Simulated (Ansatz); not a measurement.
# F4H2W: the cost of one run

All numbers below are computed with Ansatz 0.2.0 (RHF/def2-SVP).

**1. The starting structure**

Bond lengths: W1–F2 1.850 Å, W1–F3 1.850 Å, W1–H4 1.720 Å, W1–H5 1.720 Å, W1–F6 1.850 Å, W1–F7 1.850 Å. Angles (14 of 15 angles, heavy atoms first): F2–W1–F3 90.0°, F2–W1–F6 90.0°, F2–W1–F7 180.0°, F3–W1–F6 90.0°, F3–W1–F7 90.0°, F6–W1–F7 90.0°, F2–W1–H4 90.0°, F2–W1–H5 90.0°, F3–W1–H4 90.0°, F3–W1–H5 180.0°, H4–W1–F6 180.0°, H4–W1–F7 90.0°, H5–W1–F6 90.0°, H5–W1–F7 90.0°.

As a file:

```xyz
7

W     0.0000    0.0000    0.0000
F     0.0000    0.0000    1.8500
F     1.8500    0.0000    0.0000
H     0.0000    1.7200    0.0000
H    -1.7200    0.0000    0.0000
F     0.0000   -1.8500    0.0000
F     0.0000    0.0000   -1.8500
```

**2. Preparing the start**

The input, input.yaml:

```yaml
crystal:
  periodic: [false, false, false]
  atoms:
    - { symbol: W, position_ang: [0.0, 0.0, 0.0] }
    - { symbol: F, position_ang: [0.0, 0.0, 1.85] }
    - { symbol: F, position_ang: [1.85, 0.0, 0.0] }
    - { symbol: H, position_ang: [0.0, 1.72, 0.0] }
    - { symbol: H, position_ang: [-1.72, 0.0, 0.0] }
    - { symbol: F, position_ang: [0.0, -1.85, 0.0] }
    - { symbol: F, position_ang: [0.0, 0.0, -1.85] }
basis:
  gaussian: { orbitals: def2-SVP }
hamiltonian:
  xc: hf
relax:
  f_tol: 0.02
  max_steps: 40
```

The run is started by

```
> ansatz run input.yaml --threads 1 --pin off --max-ram 2048MiB --backend cpu --events-out ev --progress --plain --runs-dir out
```

**Question.** How long does this run take on 1 thread of Intel Xeon Platinum 8259CL at 2.50GHz (Skylake/Cascade Lake), shared host, and how much memory does it need?

About 37 s, with a peak of 0.21 GiB.
